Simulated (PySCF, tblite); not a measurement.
# C5H10ClNSi2: geometry, infrared bands and NMR shifts

Wanted: the infrared bands and NMR shifts of C5H10ClNSi2 (`Cl/C1=C/[SiH2]/C=C\CN[SiH2]1`), by calculation.

The runs use tblite 0.8.0 and PySCF 2.14.0, with density-fitted response routines of our own; the level of theory stands in each step. All values are computed, except where a source is named. Atoms count from 0, in the outputs and in this text.

## 1. The starting structure

19 atoms, charge 0, multiplicity 1; geometry from: force field or distance geometry start.

Bonds of the start (Å): Cl0–C1 1.76, C1–C2 1.36, C2–Si3 1.82, Si3–C4 1.83, C4–C5 1.35, C5–C6 1.50, C6–N7 1.46, N7–Si8 1.70, Si8–C1 1.87, C2–H9 1.07, Si3–H10 1.49, Si3–H11 1.48, C4–H12 1.08, C5–H13 1.09, C6–H14 1.10, C6–H15 1.09, N7–H16 1.02, Si8–H17 1.49, Si8–H18 1.49.

## 2. Geometry optimisation with GFN2-xTB

Job settings and geometry (Å):

```
{"job": {"kind": "relax", "xc": "GFN2-xTB", "basis": "xTB"}, "charge": 0, "multiplicity": 1}
Cl     0.657700     3.691700    -0.886800
C      0.494400     2.051800    -0.257200
C      1.648000     1.323500    -0.233500
Si     1.942200    -0.388700     0.307000
C      0.961800    -1.577500    -0.675000
C     -0.361300    -1.832800    -0.701200
C     -1.506700    -1.251800     0.077400
N     -1.237100    -0.081400     0.908400
Si    -1.194000     1.519300     0.337200
H      2.550400     1.775800    -0.603200
H      1.687800    -0.547300     1.767900
H      3.375000    -0.698600     0.097400
H      1.593300    -2.145500    -1.342600
H     -0.674600    -2.613700    -1.392800
H     -1.863100    -2.048500     0.745000
H     -2.341800    -1.056100    -0.595600
H     -1.902100    -0.092700     1.681200
H     -2.217300     1.627200    -0.734000
H     -1.622400     2.354400     1.492800
```

The run is started by

```console
OMP_NUM_THREADS=1 python probes_run.py task.json out
```

This one command runs all jobs of the session in turn.

**Question.** This job is followed by: GFN2-xTB harmonic vibrations, gas phase; GIAO PBE0/pcSseg-1 NMR shielding, non-relativistic, gas phase. Predict these results of the whole session: strongest single infrared mode (GFN2-xTB); zero-point energy (GFN2-xTB); ¹³C shifts against TMS (PBE0/pcSseg-1); ¹H shifts against TMS (PBE0/pcSseg-1, means over atoms taken as alike); ³⁵Cl shifts against HCl (PBE0/pcSseg-1); ²⁹Si shifts against TMS (PBE0/pcSseg-1); ¹⁵N shifts against NH3 (PBE0/pcSseg-1).

**Answer**, as computed:

| quantity | value |
| --- | --- |
| strongest single infrared mode (GFN2-xTB) | 2171 cm⁻¹, 415 km/mol |
| zero-point energy (GFN2-xTB) | 82.2 kcal/mol |
| ¹³C shifts against TMS (PBE0/pcSseg-1) | 166.7, 161.9, 144.9, 123.0, 55.9 ppm |
| ¹H shifts against TMS (PBE0/pcSseg-1, means over atoms taken as alike) | 7.22, 6.82, 6.12, 4.89, 4.80, 4.03, 0.68 ppm |
| ³⁵Cl shifts against HCl (PBE0/pcSseg-1) | 296 ppm |
| ²⁹Si shifts against TMS (PBE0/pcSseg-1) | -40.7, -65.4 ppm |
| ¹⁵N shifts against NH3 (PBE0/pcSseg-1) | 40.5 ppm |

In words: The optimisation took 132 steps and gained 0.486 eV; among the close pairs (by a distance rule), C2–Si3 changed most, from 1.819 to 1.885 Å. No mode is imaginary among the 51: a minimum at this level. The strongest single mode, at 2171 cm⁻¹, moves mainly H11 and H10. GFN2-xTB is a fitted tight-binding method: band positions and strengths are rough. Its intensities can rank the bands wrongly. At PBE0/pcSseg-1: Shielding is most anisotropic at Cl0 (span 553 ppm, paramagnetic term -492 ppm).
